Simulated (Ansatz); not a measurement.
# H4O2S2Ti: one species, many methods

An exercise on one series of results from a longer session: the logs are not shown, and one member is left open.

Method: functionals in def2-TZVPP, the program's frozen cores in correlated methods; program: Ansatz 0.2.0, Gaussian basis.

Plan: PBE-D4, r2SCAN-D4, PBE0-D4, B3LYP-D4, ωB97X-V, ωB97M-V, B2PLYP; CCSD(T)/def2-TZVPP; MP2/def2-QZVPP; extrapolation to the limit.

## Structure used throughout

All runs share one geometry, relaxed beforehand with PBE0-D4 in a triple-zeta def2 set.

SMILES `[OH][Ti]([OH])([SH])[SH]`, 9 atoms, charge 0, spin multiplicity 1.

Atoms are counted from 1 here; the program's logs count them from 0.

Bond lengths: O1–Ti2 1.758 Å, O1–H6 0.955 Å, Ti2–O3 1.758 Å, Ti2–S4 2.301 Å, Ti2–S5 2.301 Å, O3–H7 0.955 Å, S4–H8 1.346 Å, S5–H9 1.346 Å. Angles: Ti2–O1–H6 158.5°, O1–Ti2–O3 117.8°, O1–Ti2–S4 103.7°, O1–Ti2–S5 110.9°, O3–Ti2–S4 110.9°, O3–Ti2–S5 103.7°, S4–Ti2–S5 109.9°, Ti2–O3–H7 158.4°, Ti2–S4–H8 92.4°, Ti2–S5–H9 92.3°.

Set-up of the first run:

The input, in.yaml:

```yaml
crystal:
  periodic: [false, false, false]
  atoms:
    - {symbol: O, position_ang: [-1.692118, -0.547938, 0.413681]}
    - {symbol: Ti, position_ang: [-0.028064, -0.082511, 0.091200]}
    - {symbol: O, position_ang: [1.231714, -0.797771, 1.086801]}
    - {symbol: S, position_ang: [0.269933, -0.626542, -2.124346]}
    - {symbol: S, position_ang: [0.262783, 2.180243, 0.389343]}
    - {symbol: H, position_ang: [-2.433500, -0.927762, 0.879905]}
    - {symbol: H, position_ang: [1.635809, -1.391819, 1.715338]}
    - {symbol: H, position_ang: [1.570372, -0.279659, -2.092575]}
    - {symbol: H, position_ang: [-0.816939, 2.473768, -0.359366]}
basis:
  gaussian: {orbitals: def2-TZVPP}
hamiltonian: {xc: pbe, dispersion: d4}
output: {forces: true, orbitals: {seedname: orbitals}}
```

The run is started by

```sh
ansatz run in.yaml --threads 2 --pin off --events-out ev --progress --plain --max-ram 20480MiB --backend cpu
```

Among the steps run: PBE-D4 (GGA); r2SCAN-D4 (meta-GGA); PBE0-D4 (hybrid); B3LYP-D4 (hybrid); ωB97X-V (range-separated); ωB97M-V (range-separated); B2PLYP (double hybrid).

One of the session's tables, all rows but one given; the rest of the session is left out.

It belongs to the step «Frontier levels by functional». 

```
functional  HOMO (eV)  LUMO (eV)  gap (eV)
    PBE-D4          ?          ?         ?
 r2SCAN-D4      -6.10      -2.94      3.16
   PBE0-D4      -6.99      -2.05      4.93
  B3LYP-D4      -6.74      -2.30      4.45
   ωB97X-V      -9.24       0.09      9.33
   ωB97M-V      -9.07       0.11      9.18
```

**Question.** Estimate the row for PBE-D4.

As computed: HOMO (eV): -5.82; LUMO (eV): -3.01; gap (eV): 2.81. In the column «HOMO (eV)» it is the highest.
